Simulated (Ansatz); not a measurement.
Molecular dynamics of K3ScV2O8

The input (input.yaml):

```yaml
accuracy: low
crystal:
  lattice:
    - [5.950601, 0.0, 0.0]
    - [-2.9753, 5.153371, 0.0]
    - [0.0, 0.0, 7.636598]
  atoms:
    - { symbol: K, position: [0.34517549, 0.75419041, 0.75482576] }
    - { symbol: K, position: [0.7053918, 0.28757799, 0.24900822] }
    - { symbol: K, position: [0.011856, 0.07859328, -0.04648351] }
    - { symbol: Sc, position: [-0.01590485, -0.02012942, 0.50859454] }
    - { symbol: V, position: [0.34676417, 0.63191125, 0.29178598], spin: 1.5 }
    - { symbol: V, position: [0.64664293, 0.3417241, 0.7194718], spin: 1.5 }
    - { symbol: O, position: [0.34209191, 0.63965886, 0.07661894] }
    - { symbol: O, position: [0.6365609, 0.28473023, 0.93456642] }
    - { symbol: O, position: [0.1878716, 0.78364372, 0.39311922] }
    - { symbol: O, position: [0.81505657, 0.2075489, 0.62130418] }
    - { symbol: O, position: [0.16363385, 0.30753614, 0.32433135] }
    - { symbol: O, position: [0.78534577, 0.68870269, 0.68509662] }
    - { symbol: O, position: [0.66814242, 0.77450092, 0.3556744] }
    - { symbol: O, position: [0.31443058, 0.16004731, 0.65352045] }
magnetization:
  spin_polarized: true
basis:
  ecutwfc: 420.0
kpoints:
  mp_grid: { grid: [2, 2, 1] }
hamiltonian:
  xc: pbesol
scf:
  occupations: { method: fermi_dirac, width: 0.05 }
  lower_state_search: "off"
md:
  timestep: 1
  n_steps: 180
  ensemble: nvt_langevin
  temperature: 650.0
  initial_velocities: maxwell_boltzmann
  seed: 27677
  friction: 0.01
```

Run as:

```bash
$ ansatz run input.yaml --threads 1 --pin off --max-ram 3072MiB --backend cpu --events-out ev --progress --plain --runs-dir out
```

It goes on from the last frame of an earlier run, with new velocities.

Output, in part (warnings, step lines):

```
WARN: the starting moments were not kept: the SCF closed with an absolute magnetisation of 1.4e-5 μB, where they sum to 3 μB in size (2 sites). That is at most 0.1 of that sum. Measured as dr2_m measures the in/out step, that magnetisation stands 2.3e-11 eV from none, at or under the dr2_threshold …
md step     0: t =     0.00 fs  T =   603.6 K  F+E_penalty+E_count = -16931.52951532 eV  E_kin = 1.092247 eV  (20 SCF iters)
md step     1: t =     1.00 fs  T =   577.3 K  F+E_penalty+E_count = -16931.53465234 eV  E_kin = 1.044636 eV  (10 SCF iters)
md step     2: t =     2.00 fs  T =   543.3 K  F+E_penalty+E_count = -16931.53170879 eV  E_kin = 0.983223 eV  (10 SCF iters)
md step     3: t =     3.00 fs  T =   517.7 K  F+E_penalty+E_count = -16931.52311245 eV  E_kin = 0.936833 eV  (10 SCF iters)
md step     4: t =     4.00 fs  T =   506.6 K  F+E_penalty+E_count = -16931.51032726 eV  E_kin = 0.916791 eV  (10 SCF iters)
md step     5: t =     5.00 fs  T =   508.8 K  F+E_penalty+E_count = -16931.49350703 eV  E_kin = 0.920657 eV  (10 SCF iters)
md step     6: t =     6.00 fs  T =   503.2 K  F+E_penalty+E_count = -16931.47002529 eV  E_kin = 0.910669 eV  (10 SCF iters)
md step     7: t =     7.00 fs  T =   495.3 K  F+E_penalty+E_count = -16931.44475830 eV  E_kin = 0.896278 eV  (10 SCF iters)
[... lines left out ...]
md step   180: t =   180.00 fs  T =   652.1 K  F+E_penalty+E_count = -16930.89284439 eV  E_kin = 1.180102 eV  (10 SCF iters)
```

The steps, from the saved trajectory:

| time (fs) | T (K) | potential energy less start (eV) |
| --- | --- | --- |
| 0.0 | 604 | 0.000 |
| 6.0 | 503 | 0.059 |
| 12.0 | 476 | 0.190 |
| 18.0 | 489 | 0.221 |
| 24.0 | 470 | 0.318 |
| 30.0 | 450 | 0.472 |
| 36.0 | 537 | 0.421 |
| 42.0 | 627 | 0.386 |
| 48.0 | 653 | 0.394 |
| 54.0 | 594 | 0.492 |
| 60.0 | 494 | 0.409 |
| 66.0 | 533 | 0.200 |
| 72.0 | 541 | 0.226 |
| 78.0 | 663 | 0.338 |
| 84.0 | 780 | 0.276 |
| 90.0 | 776 | 0.396 |
| 96.0 | 631 | 0.630 |
| 102.0 | 482 | 0.789 |
| 108.0 | 520 | 0.727 |
| 114.0 | 602 | 0.501 |
| 120.0 | 877 | 0.302 |
| 126.0 | 714 | 0.505 |
| 132.0 | 568 | 0.690 |
| 138.0 | 598 | 0.509 |
| 144.0 | 636 | 0.642 |
| 150.0 | 670 | 0.657 |
| 156.0 | 991 | 0.226 |
| 162.0 | 1091 | 0.059 |
| 168.0 | 928 | 0.307 |
| 174.0 | 725 | 0.485 |
| 180.0 | 652 | 0.637 |

All steps were run. The mean temperature of the second half is 11 % above the set value. A run of 0.18 ps of so small a system gives no equilibrium averages. No Hubbard correction was used and the magnetic state wasn't searched. Limits of this set-up: coarse k mesh, low accuracy level.

Mean squared displacements from the first frame to the last, about the centre of mass: K 0.11 Å², Sc 0.02 Å², V 0.02 Å², O 0.15 Å².

Last frame:

```xyz
14
Lattice="5.9506 0.0000 0.0000 -2.9753 5.1534 0.0000 0.0000 0.0000 7.6366" Properties=species:S:1:pos:R:3
K -0.057 3.598 5.792
K 3.069 1.541 2.379
K -0.267 0.211 -0.088
Sc -0.025 -0.157 3.860
V -0.007 3.182 2.180
V 2.745 1.679 5.629
O 0.063 3.355 0.554
O 2.945 1.469 7.277
O -1.568 3.875 2.595
O 4.504 1.145 5.119
O -0.297 1.400 2.415
O 2.854 3.408 5.189
O 1.351 3.820 3.003
O 1.685 0.530 4.831
```

Time of the run: 25 min on 1 thread of Arm Neoverse V1, with other jobs on the host, peak memory 0.61 GiB.
